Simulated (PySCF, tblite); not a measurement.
# C5H12F2N2Si: geometry, infrared bands and NMR shifts

Aim: predict the infrared bands and NMR shifts of C5H12F2N2Si (`CN1CC[Si@]1(N)CC(F)F`).

Programs: tblite 0.8.0 and PySCF 2.14.0, with density-fitted response routines of our own. Each step states its level of theory. These are calculated values for one molecule in the gas phase, unless marked as measured. Atoms count from 0, in the outputs and in this text.

## 1. The molecule as given

22 atoms, charge 0, multiplicity 1; geometry from: force field or distance geometry start.

Bonds of the start (Å): C0–N1 1.43, N1–C2 1.47, C2–C3 1.52, C3–Si4 1.87, Si4–N5 1.76, Si4–C6 1.86, C6–C7 1.52, C7–F8 1.39, C7–F9 1.36, Si4–N1 1.75, C0–H10 1.10, C0–H11 1.13, C0–H12 1.11, C2–H13 1.11, C2–H14 1.10, C3–H15 1.09, C3–H16 1.11, N5–H17 1.05, N5–H18 1.04, C6–H19 1.10, C6–H20 1.10, C7–H21 1.13.

## 2. Relaxing the molecule with GFN2-xTB

What the job is given:

```
{"job": {"kind": "relax", "xc": "GFN2-xTB", "basis": "xTB"}, "charge": 0, "multiplicity": 1}
C     -2.021200     1.129000     0.144200
N     -0.863700     0.450800     0.627800
C     -1.086500    -0.910000     1.128500
C     -0.900300    -1.491100    -0.263700
Si     0.237900    -0.055700    -0.636300
N      0.059900     0.640900    -2.248100
C      2.002300    -0.303400    -0.108800
C      2.379100     0.548500     1.087400
F      2.229100     1.893400     0.791800
F      3.668300     0.256200     1.415900
H     -2.567700     0.598200    -0.647600
H     -2.746900     1.275700     0.996200
H     -1.701600     2.129600    -0.208800
H     -2.088900    -1.069100     1.571900
H     -0.268400    -1.165600     1.817400
H     -1.802600    -1.502400    -0.873600
H     -0.341500    -2.454900    -0.295100
H      0.054300    -0.073800    -3.022600
H     -0.784600     1.235900    -2.372300
H      2.676000    -0.019200    -0.934600
H      2.164200    -1.376400     0.090100
H      1.692100     0.282700     1.939500
```

Launch:

```
OMP_NUM_THREADS=1 python probes_run.py task.json out
```

The driver reads the jobs from task.json and runs them one after another.

**Question.** This job is followed by: GFN2-xTB harmonic vibrations, gas phase; GIAO PBE0/pcSseg-1 NMR shielding, non-relativistic, gas phase. What will the session give for the following? strongest single infrared mode (GFN2-xTB); zero-point energy (GFN2-xTB); ¹³C shifts against TMS (PBE0/pcSseg-1); ¹H shifts against TMS (PBE0/pcSseg-1, means over atoms taken as alike); ¹⁵N shifts against NH3 (PBE0/pcSseg-1); ²⁹Si shifts against TMS (PBE0/pcSseg-1); ¹⁹F shifts against CFCl3 (PBE0/pcSseg-1); surface potential, 1st and 99th percentile.

**Answer**, as computed:

| quantity | value |
| --- | --- |
| strongest single infrared mode (GFN2-xTB) | 957 cm⁻¹, 259 km/mol |
| zero-point energy (GFN2-xTB) | 108.7 kcal/mol |
| ¹³C shifts against TMS (PBE0/pcSseg-1) | 123.0, 49.3, 36.5, 29.2, 16.5 ppm |
| ¹H shifts against TMS (PBE0/pcSseg-1, means over atoms taken as alike) | 6.36, 3.15, 3.04, 2.66, 1.47, 1.45, 1.41, 1.27, 1.18 ppm |
| ¹⁵N shifts against NH3 (PBE0/pcSseg-1) | 68.6, 46.0 ppm |
| ²⁹Si shifts against TMS (PBE0/pcSseg-1) | -14.1 ppm |
| ¹⁹F shifts against CFCl3 (PBE0/pcSseg-1) | -116.4, -127.9 ppm |
| surface potential, 1st and 99th percentile | -1.02 V and 1.39 V |

**Reading.** The optimisation took 213 steps and gained 1.579 eV; among the close pairs (by a distance rule), Si4–C6 changed most, from 1.858 to 1.907 Å. All 60 modes are real, so the xTB geometry is a minimum. The strongest single mode, at 957 cm⁻¹, has its largest shares on Si4, N5, C7 and H20 (the list is cut at 4 atoms). GFN2-xTB is a fitted tight-binding method: band positions and strengths are rough. Its intensities can rank the bands wrongly. H21 (hydrogen on an sp3 CH bonded to 2 F) lies farthest downfield among hydrogen, at 6.36 ppm; its carbon carries F, hence the downfield position. At PBE0/pcSseg-1: The largest span, 196 ppm, is at F8, where the paramagnetic term is -177 ppm.
